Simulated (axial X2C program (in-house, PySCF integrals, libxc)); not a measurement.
# A two-component session on SbH⁻: properties at the nuclei

Wanted for SbH⁻: properties at the nuclei, at the two-component level.

The runs use an in-house X2C program for linear molecules on PySCF integrals; two-component X2C with atomic mean-field terms, Sb dyall-acv3z, H dyall-av3z.

All values are calculated.

### Step 1. The job

task.json reads:

```json
{
 "zs": [
  51,
  1
 ],
 "q": -1,
 "bas": [
  "dyall-acv3z",
  "dyall-av3z"
 ],
 "r0": 1.72,
 "levels": [
  "PBE0",
  "HF",
  "TPSSh",
  "r2SCAN",
  "BHandHLYP"
 ],
 "nst": 3
}
```

Keys: zs atomic numbers; q charge; bas basis sets; r0 starting distance in Å; levels methods (HF also brings MP2); nst determinants followed.

Started as:

```bash
$ python soeom.py task.json out
```

Further steps of the session: Expectation values, lowest determinant; Expectation values, a higher determinant; Expectation values, a higher determinant.

Before running it: what results should come out? Wanted: lowest determinant; Eeff magnitude; Ws magnitude Sb; A∥/gI Sb; qzz Sb; higher determinant (for each run or level that gives them).

**Answer**, as computed:

| quantity | value |
| --- | --- |
| lowest determinant | Ω = 3/2 (excess of +ω over −ω: ω = 3/2) |
| Eeff magnitude (GV/cm), PBE0 | 0.963 |
| Ws magnitude Sb (kHz), PBE0 | 0.357 |
| A∥/gI Sb (MHz), PBE0 | 285 |
| qzz Sb (a.u.), PBE0 | 1.89 |
| higher determinant | Ω = 1/2 (excess of +ω over −ω: ω = 1/2) |
| Eeff magnitude (GV/cm), PBE0, higher determinant | 0.928 |
| Ws magnitude Sb (kHz), PBE0, higher determinant | 1.11 |
| A∥/gI Sb (MHz), PBE0, higher determinant | 2600 |
| qzz Sb (a.u.), PBE0, higher determinant | 1.22 |
| higher determinant | Ω = 1/2 (excess of +ω over −ω: 2 × ω = -1/2, ω = 3/2) |
| Eeff magnitude (GV/cm), PBE0, higher determinant | 1.33 |
| Ws magnitude Sb (kHz), PBE0, higher determinant | 1.69 |
| A∥/gI Sb (MHz), PBE0, higher determinant | -2480 |
| qzz Sb (a.u.), PBE0, higher determinant | -2.03 |

In words: In the first state, the effective field runs from 0.875 to 2.25 GV/cm over the mean-field levels, so the levels don't agree on it. The expectation values come from single determinants, which for open shells can mix terms of unlike spin or miss the lowest Ω, so a determinant need not be a state. Eeff is the effective electric field on the electron dipole moment in this Ω state and Ws the scalar–pseudoscalar constant (defined with the proton number Z and per Ω); A∥ is the parallel hyperfine constant, which follows by multiplying with the nuclear g factor gI = μI/(I μN); qzz is the electric field gradient, eQq0 = 234.96 MHz × Q/barn × qzz. The operators were transformed with the bare-nucleus X2C matrices.
